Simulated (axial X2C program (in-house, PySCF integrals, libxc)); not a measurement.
**ICa⁺: bond curves with and without spin–orbit coupling**

What are the state, bond length, wavenumber and bond energy of ICa⁺, and what does spin–orbit coupling change?

The runs use an in-house X2C program for linear molecules on PySCF integrals; all-electron X2C, I dyall-cv3z, Ca dyall-cv3z.

All values are calculated.

## 1. The job

The input, task.json:

```json
{"zs": [53, 20], "q": 1, "bas": ["dyall-cv3z", "dyall-cv3z"], "levels": ["PBE0", "HF", "B97-3"], "cc": true, "r0": 3.04, "thr": -1.0, "nmax": 90, "npts": 10, "nst": 2, "ntry": 6}
```

Keys: zs atomic numbers; q charge; bas basis sets; levels methods (HF also brings MP2); cc coupled cluster on or off; r0 starting distance in Å; thr threshold in hartree for freezing inner shells (an s shell follows its p shell); nmax most natural virtual spinors; npts points asked for on the curve; nst determinants followed; ntry starts of the search.

On the command line:

```sh
> python so2c.py task.json out
```

Spin-free means the one-electron spin-free X2C Hamiltonian; two-component (2c) means X2C with spin–orbit coupling and atomic mean-field two-electron Coulomb and Gaunt terms. Basis: I dyall-cv3z contracted to [11s12p8d4f1g], Ca dyall-cv3z contracted to [11s12p6d4f]; Gaussian nuclei, density fitting. Masses: I 126.904 u, Ca 39.963 u.

Notation: σ, π±, δ± give the projection m of an orbital's angular momentum (0, ±1, ±2), α and β its spin, Λ and M_S the sums; ω is the projection of a spinor's total angular momentum and Ω the sum. Logs are in hartree.

After this run come: PBE0, spin-free; HF, spin-free; B97-3, spin-free; MP2 and beyond, spin-free; PBE0, 2c; HF, 2c; B97-3, 2c; Correlated methods, 2c.

What does the calculation give? Wanted: for each run, Hamiltonian; Re; ωe; De; μ.

As calculated:

Lowest determinant that the search found at its distance, spin-free: M_S = 0, Λ = 0 (closed shell).

Lowest determinant that the search found at its distance, 2c: Ω = 0 (closed shell).

| Hamiltonian | level | Re (Å) | ωe (cm⁻¹) | De (eV) | μ (D) |
| --- | --- | --- | --- | --- | --- |
| spin-free | PBE0 | 2.682 | 300 | 3.33 | 13.96 |
| spin-free | HF | 2.756 | 288.5 | 2.07 | 16.01 |
| spin-free | MP2 | 2.757 | 286.5 | 3.05 | n/a |
| spin-free | CCSD | 2.757 | 286.0 | 2.94 | n/a |
| spin-free | CCSD(T) | 2.759 | 284.9 | 3.02 | n/a |
| spin-free | B97-3 | 2.694 | 298.0 | 3.32 | 14.18 |
| 2c | PBE0 | 2.685 | 298.3 | 3.07 | 13.91 |
| 2c | HF | 2.759 | 286.9 | 1.77 | 15.96 |
| 2c | MP2 | 2.760 | 285.0 | 2.77 | n/a |
| 2c | CCSD | 2.760 | 284.3 | 2.66 | n/a |
| 2c | CCSD(T) | 2.762 | 283.4 | 2.74 | n/a |
| 2c | B97-3 | 2.697 | 296.1 | 3.05 | 14.13 |

Dipoles are positive if Ca is the positive end and refer to the centre of mass.

At CCSD(T), going from spin-free to two-component changes Re by +3 mÅ, ωe by -0.6 %, which is small (part of it comes from the scalar share of the two-electron terms). De moves by -0.28 eV; both De rest on single-determinant atoms, which can miss part of an open shell's spin–orbit lowering.

De refers to I + Ca+, each in the lowest determinant found, which need not be this curve's own limit. Each curve is one determinant whose occupation by symmetry is held fixed; it was picked as the lowest of a PBE0 search that is not exhaustive. Closed shells are restricted here (equal orbitals for both partners), which fails at long range if the bond breaks into open shells. De is counted from the lowest determinant-based energies of the atoms at the same level, without counterpoise correction. Coupled cluster ran in a truncated set of natural virtual spinors; the MP2 energy of the rest was added. With the outer-core shells frozen, correlated bond lengths of heavy atoms tend to come out a few hundredths of an ångström too long.
